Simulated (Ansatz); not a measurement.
# BClH2OS: the cost of one run

Program: Ansatz 0.2.0. Level of theory: RKS CAM-B3LYP/STO-3G. These are calculated values, not measurements.

### 1 Starting point

Bond lengths: O1–B2 1.446 Å, B2–S3 1.854 Å, B2–Cl4 1.767 Å, O1–H5 1.029 Å, S3–H6 1.414 Å. Angles: O1–B2–S3 118.6°, O1–B2–Cl4 121.8°, S3–B2–Cl4 119.6°, B2–O1–H5 103.6°, B2–S3–H6 93.2°.

Coordinates:

```xyz
6

O     0.4832    0.5124   -1.2924
B    -0.1268   -0.3651   -0.3179
S     0.8629   -0.8624    1.1694
Cl   -1.7496   -1.0255   -0.5457
H     0.1749    1.4497   -1.0007
H     0.3974    0.2269    1.9412
```

### 2 Relaxing end A

Contents of input.yaml:

```yaml
crystal:
  periodic: [false, false, false]
  atoms:
    - { symbol: O, position_ang: [0.4832, 0.5124, -1.2924] }
    - { symbol: B, position_ang: [-0.1268, -0.3651, -0.3179] }
    - { symbol: S, position_ang: [0.8629, -0.8624, 1.1694] }
    - { symbol: Cl, position_ang: [-1.7496, -1.0255, -0.5457] }
    - { symbol: H, position_ang: [0.1749, 1.4497, -1.0007] }
    - { symbol: H, position_ang: [0.3974, 0.2269, 1.9412] }
basis:
  gaussian: { orbitals: STO-3G }
hamiltonian:
  xc: cam_b3lyp
relax:
  f_tol: 0.015
  max_steps: 40
```

Started as:

```console
$ ansatz run input.yaml --threads 1 --pin off --max-ram 2048MiB --backend cpu --events-out ev --progress --plain --runs-dir out
```

What time and memory should one allow on 1 thread of Arm Neoverse V2, shared host?

About 22 s, with a peak of 0.14 GiB.
